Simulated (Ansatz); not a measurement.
# CH5NOSi: how energies converge with the basis set

The task here is to estimate one member of a computed series from the others.

The runs use Ansatz 0.2.0, Gaussian basis; one geometry, several basis sets.

Plan: PBE0-D4/def2-SVP; ωB97M-V/def2-SVP; PBE0-D4/def2-QZVPP; ωB97M-V/def2-QZVPP; the functionals' def2-TZVPP values are taken from earlier runs.

### The relaxed structure

The geometry comes from an earlier relaxation with PBE0-D4 in a triple-zeta def2 set; it is a stationary point, not always the lowest conformer.

SMILES `OC1N[SiH2]1`, 9 atoms, charge 0, spin multiplicity 1.

Atoms are counted from 1 here; the program's logs count them from 0.

Bond lengths: O1–C2 1.397 Å, O1–H5 0.962 Å, C2–N3 1.470 Å, C2–Si4 1.846 Å, C2–H6 1.091 Å, N3–Si4 1.718 Å, N3–H7 1.009 Å, Si4–H8 1.480 Å, Si4–H9 1.480 Å. Angles: C2–O1–H5 108.4°, O1–C2–N3 117.6°, O1–C2–Si4 116.0°, O1–C2–H6 113.1°, N3–C2–Si4 61.2°, N3–C2–H6 113.5°, Si4–C2–H6 125.3°, C2–N3–Si4 70.3°, C2–N3–H7 118.6°, Si4–N3–H7 130.8°, C2–Si4–N3 48.6°, C2–Si4–H8 116.4°, C2–Si4–H9 126.6°, N3–Si4–H8 121.1°, N3–Si4–H9 116.6°, H8–Si4–H9 113.0°.

As a file:

```mol
CH5NOSi
  3D, bonds by distance, orders not assigned

  9  9  0  0  0  0  0  0  0  0999 V2000
   -1.0371    0.5131   -1.1933 O   0  0
   -0.3777    0.5844    0.0367 C   0  0
    1.0585    0.2712    0.0596 N   0  0
    0.1713   -1.0252    0.7555 Si  0  0
   -0.9418    1.3603   -1.6394 H   0  0
   -0.6383    1.4748    0.6101 H   0  0
    1.5785    0.3250   -0.8036 H   0  0
   -0.1506   -2.2386   -0.0280 H   0  0
    0.4258   -1.3114    2.1852 H   0  0
  1  2  8  0
  2  3  8  0
  3  4  8  0
  1  5  8  0
  2  6  8  0
  3  7  8  0
  4  8  8  0
  4  9  8  0
  2  4  8  0
M  END
```

Set-up of the first run:

Input file in.yaml:

```yaml
crystal:
  periodic: [false, false, false]
  atoms:
    - {symbol: O, position_ang: [-1.037053, 0.513070, -1.193253]}
    - {symbol: C, position_ang: [-0.377726, 0.584351, 0.036672]}
    - {symbol: N, position_ang: [1.058454, 0.271180, 0.059625]}
    - {symbol: Si, position_ang: [0.171338, -1.025156, 0.755542]}
    - {symbol: H, position_ang: [-0.941754, 1.360317, -1.639350]}
    - {symbol: H, position_ang: [-0.638305, 1.474848, 0.610098]}
    - {symbol: H, position_ang: [1.578532, 0.325025, -0.803558]}
    - {symbol: H, position_ang: [-0.150648, -2.238619, -0.028042]}
    - {symbol: H, position_ang: [0.425762, -1.311415, 2.185165]}
basis:
  gaussian: {orbitals: def2-SVP}
hamiltonian: {xc: pbe0, dispersion: d4}
output: {orbitals: {seedname: orbitals}}
```

Run with:

```bash
$ ansatz run in.yaml --threads 2 --pin off --events-out ev --progress --plain --max-ram 4352MiB
```

Among the steps run: PBE0-D4 in def2-SVP; ωB97M-V in def2-SVP; PBE0-D4 in def2-QZVPP; ωB97M-V in def2-QZVPP.

One table of the session follows, with a row left open; its other results are not shown here.

| functional | basis | HOMO (eV) | LUMO (eV) |
| --- | --- | --- | --- |
| PBE0-D4 | def2-SVP | -6.53 | 0.32 |
| PBE0-D4 | def2-TZVPP | -6.66 | -0.16 |
| PBE0-D4 | def2-QZVPP | -6.70 | -0.30 |
| ωB97M-V | def2-SVP | -8.76 | 2.25 |
| ωB97M-V | def2-TZVPP | ? | ? |
| ωB97M-V | def2-QZVPP | -8.95 | 1.19 |

Estimate the missing values for ωB97M-V, def2-TZVPP.

As computed: HOMO (eV): -8.91; LUMO (eV): 1.53. In the column «HOMO (eV)» it lies between ωB97M-V, def2-QZVPP (-8.95) and ωB97M-V, def2-SVP (-8.76).
